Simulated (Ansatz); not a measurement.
**FH4OPSi: one species, many methods**

The task here is to estimate one member of a computed series from the others.

Computed with Ansatz 0.2.0, Gaussian basis. Level: functionals in def2-TZVPP, the program's frozen cores in correlated methods.

Levels to be run: LDA (SPW92), PBE-D4, revPBE-D4, BLYP-D4, r2SCAN-D4, B97M-V, PBE0-D4, B3LYP-D4, r2SCANh-D4, r2SCAN0-D4, HSE06-D4, BHLYP-D4, CAM-B3LYP-D4, LC-ωPBE, ωB97X-V, ωB97M-V, B2PLYP, PBE-QIDH; CCSD(T)/def2-SVP; CCSD(T)/def2-TZVPP; MP2/def2-QZVPP; extrapolation to the limit; RPA on PBE.

### The geometry

All runs share one geometry, relaxed beforehand with PBE0-D4 in a triple-zeta def2 set.

SMILES `F[SiH2]OP`, 8 atoms, charge 0, spin multiplicity 1.

Atoms are counted from 1 here; the program's logs count them from 0.

Bond lengths: F1–Si2 1.593 Å, Si2–O3 1.631 Å, Si2–H5 1.479 Å, Si2–H6 1.474 Å, O3–P4 1.653 Å, P4–H7 1.423 Å, P4–H8 1.424 Å. Angles: F1–Si2–O3 109.7°, F1–Si2–H5 107.2°, F1–Si2–H6 108.0°, O3–Si2–H5 110.7°, O3–Si2–H6 107.1°, H5–Si2–H6 114.1°, Si2–O3–P4 129.5°, O3–P4–H7 97.5°, O3–P4–H8 98.5°, H7–P4–H8 92.0°.

Set-up of the first run:

in.yaml

```yaml
crystal:
  periodic: [false, false, false]
  atoms:
    - {symbol: F, position_ang: [-1.393408, 1.404659, -1.085982]}
    - {symbol: Si, position_ang: [-0.399604, 1.208781, 0.143789]}
    - {symbol: O, position_ang: [-0.111171, -0.380413, 0.368611]}
    - {symbol: P, position_ang: [0.944425, -1.379098, -0.418851]}
    - {symbol: H, position_ang: [0.851261, 1.925507, -0.187731]}
    - {symbol: H, position_ang: [-1.074029, 1.702990, 1.358060]}
    - {symbol: H, position_ang: [1.269939, -2.214816, 0.686144]}
    - {symbol: H, position_ang: [0.004787, -2.324811, -0.919841]}
basis:
  gaussian: {orbitals: def2-TZVPP}
hamiltonian: {xc: lda}
output: {orbitals: {seedname: orbitals}}
```

Steps of the session up to this table: LDA; PBE-D4 (GGA); revPBE-D4 (GGA); BLYP-D4 (GGA); r2SCAN-D4 (meta-GGA); B97M-V (meta-GGA); PBE0-D4 (hybrid); B3LYP-D4 (hybrid); r2SCANh-D4 (hybrid); r2SCAN0-D4 (hybrid); HSE06-D4 (hybrid); BHLYP-D4 (hybrid); CAM-B3LYP-D4 (range-separated); LC-ωPBE (range-separated); ωB97X-V (range-separated); ωB97M-V (range-separated); B2PLYP (double hybrid); PBE-QIDH (double hybrid).

One of the session's tables, all rows but one given; the rest of the session is left out.

It belongs to the step «Frontier levels by functional». 

```
  functional  HOMO (eV)  gap (eV)
 LDA (SPW92)      -6.34      4.61
      PBE-D4      -6.24      4.76
   revPBE-D4      -6.20      4.83
     BLYP-D4      -6.13      4.80
   r2SCAN-D4      -6.49      5.32
      B97M-V      -6.63      5.38
     PBE0-D4      -7.47      6.95
    B3LYP-D4      -7.28      6.54
  r2SCANh-D4      -6.95      6.11
  r2SCAN0-D4      -7.64      7.29
    HSE06-D4      -7.07      6.17
    BHLYP-D4      -8.62      9.10
CAM-B3LYP-D4      -8.84      9.41
     LC-ωPBE     -10.18     11.98
     ωB97X-V          ?         ?
     ωB97M-V      -9.71     11.10
```

Estimate the missing values for ωB97X-V.

The run gave: HOMO (eV): -9.84; gap (eV): 11.48. In the column «HOMO (eV)» it lies between LC-ωPBE (-10.18) and ωB97M-V (-9.71).
